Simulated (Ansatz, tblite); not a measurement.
**(AgH)3 ring (Ag3H3): a ladder of methods and basis sets**

Aim: run the singlet of (AgH)3 ring (Ag3H3) at one geometry on many levels, and compare frontier levels, spin and run time.

Method: as each input shows; program: Ansatz 0.2.0, Gaussian basis.

Plan: GFN1-xTB, GFN2-xTB, PBE-D4/def2-TZVP, r2SCAN-D4/def2-TZVP, LDA/def2-TZVP, BHLYP-D4/def2-TZVP, r2SCAN0-D4/def2-TZVP, B3LYP-D4/def2-TZVP, PBE-QIDH/def2-TZVP, BLYP-D4/def2-TZVP, CAM-B3LYP-D4/def2-TZVP, LC-ωPBE(0.10)/def2-TZVP, LC-ωPBE(0.15)/def2-TZVP, LC-ωPBE(0.20)/def2-TZVP, LC-ωPBE(0.30)/def2-TZVP, PBE-D4/def2-SVP, PBE0-D4/def2-SVP, PBE0-D4/def2-TZVPD, PBE-D4/def2-TZVPD, r2SCAN-D4/def2-TZVPD, CCSD(T)/def2-TZVP, RPA/def2-TZVP.

1 further run of the same task is left out (set aside as unsound or not needed). Runs told in other sessions of the task aren't counted.

### 1 The relaxed structure

The geometry is that of the singlet, from an earlier relaxation (PBE0-D4/def2-TZVP).

6 atoms, charge 0, spin multiplicity 1.

Bond lengths: Ag1–H2 1.847 Å, Ag1–Ag3 2.723 Å, Ag1–Ag5 2.723 Å, Ag1–H6 1.847 Å, H2–Ag3 1.847 Å, Ag3–H4 1.847 Å, Ag3–Ag5 2.723 Å, H4–Ag5 1.847 Å, Ag5–H6 1.847 Å. Angles: H2–Ag1–Ag3 42.5°, H2–Ag1–Ag5 102.5°, H2–Ag1–H6 145.0°, Ag3–Ag1–Ag5 60.0°, Ag3–Ag1–H6 102.5°, Ag5–Ag1–H6 42.5°, Ag1–H2–Ag3 95.0°, Ag1–Ag3–H2 42.5°, Ag1–Ag3–H4 102.5°, Ag1–Ag3–Ag5 60.0°, H2–Ag3–H4 145.0°, H2–Ag3–Ag5 102.5°, H4–Ag3–Ag5 42.5°, Ag3–H4–Ag5 95.0°, Ag1–Ag5–Ag3 60.0°, Ag1–Ag5–H4 102.5°, Ag1–Ag5–H6 42.5°, Ag3–Ag5–H4 42.5° and more.

Ag takes a core potential in the def2 sets. No spin-orbit coupling is included.

PBE0-D4/def2-TZVP was run before; its log isn't repeated, and its numbers join the tables.

### 2 GFN1-xTB

Tight binding, by tblite at 300 K electronic temperature and without a spin-polarisation term:

```python
tblite.interface.Calculator('GFN1-xTB', numbers, positions, charge=0, uhf=0).singlepoint()
```

Energy -356.0602 eV, HOMO -10.81 eV, LUMO -7.39 eV; 0.047 s.

### 3 GFN2-xTB

Tight binding, by tblite at 300 K electronic temperature and without a spin-polarisation term:

```python
tblite.interface.Calculator('GFN2-xTB', numbers, positions, charge=0, uhf=0).singlepoint()
```

Energy -362.0130 eV, HOMO -9.23 eV, LUMO -6.26 eV; 0.006 s.

### 4 PBE-D4/def2-TZVP

start.molden holds the orbitals of an earlier run on this state, given as this run's starting guess.

File in.yaml:

```yaml
crystal:
  periodic: [false, false, false]
  atoms:
    - {symbol: Ag, position_ang: [1.390021, -0.635957, 0.366786]}
    - {symbol: H, position_ang: [1.649071, 1.180608, 0.157475]}
    - {symbol: Ag, position_ang: [-0.115767, 1.548432, -0.245141]}
    - {symbol: H, position_ang: [-1.798657, 0.823158, -0.474663]}
    - {symbol: Ag, position_ang: [-1.274256, -0.912473, -0.121649]}
    - {symbol: H, position_ang: [0.149589, -2.003767, 0.317181]}
basis:
  gaussian: {orbitals: def2-TZVP, initial_orbitals: start.molden}
hamiltonian: {xc: pbe, dispersion: d4}
scf: {omitted_lower_state_checks: [starts]}
output: {orbitals: {seedname: orbitals}}
```

The run is started by

```console
> ansatz run in.yaml --threads 4 --pin off --events-out ev --progress --plain --max-ram 3916MiB
```

The runs that follow: r2SCAN-D4/def2-TZVP; LDA/def2-TZVP; BHLYP-D4/def2-TZVP; r2SCAN0-D4/def2-TZVP; B3LYP-D4/def2-TZVP; PBE-QIDH/def2-TZVP; BLYP-D4/def2-TZVP; CAM-B3LYP-D4/def2-TZVP; LC-ωPBE(0.10)/def2-TZVP; LC-ωPBE(0.15)/def2-TZVP; LC-ωPBE(0.20)/def2-TZVP; LC-ωPBE(0.30)/def2-TZVP; PBE-D4/def2-SVP; PBE0-D4/def2-SVP; PBE0-D4/def2-TZVPD; PBE-D4/def2-TZVPD; r2SCAN-D4/def2-TZVPD; CCSD(T)/def2-TZVP; RPA/def2-TZVP.

Before running them: what should the planned runs give, taken together? Wanted: gap in def2-TZVP, named functionals, smallest and largest; gap over the ω; correlation energy, CCSD(T)/def2-TZVP; binding an atom, CCSD(T)/def2-TZVP; PBE0 total energy, smallest basis above largest.

As calculated:

```
                                                 quantity                                      value
gap in def2-TZVP, named functionals, smallest and largest  3.28 eV (BLYP-D4), 7.40 eV (CAM-B3LYP-D4)
                                  gap over the ω (1/bohr)             6.12 eV at 0.1, 9.06 eV at 0.3
                    correlation energy, CCSD(T)/def2-TZVP                                  -39.98 eV
                       binding an atom, CCSD(T)/def2-TZVP                                   1.707 eV
          PBE0 total energy, smallest basis above largest             3.07 eV (def2-SVP, def2-TZVPD)
```

In words: Orbital gaps of the named functionals in def2-TZVP span 3.28 eV (BLYP-D4) to 7.40 eV (CAM-B3LYP-D4); exact exchange widens it. Raising the ω (1/bohr) from 0.1 to 0.3 moves the HOMO by -1.58 eV and the LUMO by +1.37 eV. The functionals in def2-TZVP miss CCSD(T)/def2-TZVP by -0.043 (BHLYP-D4) to +0.427 eV (LDA) an atom. CCSD(T)/def2-TZVP isn't at the basis-set limit; small misses against it rank nothing.
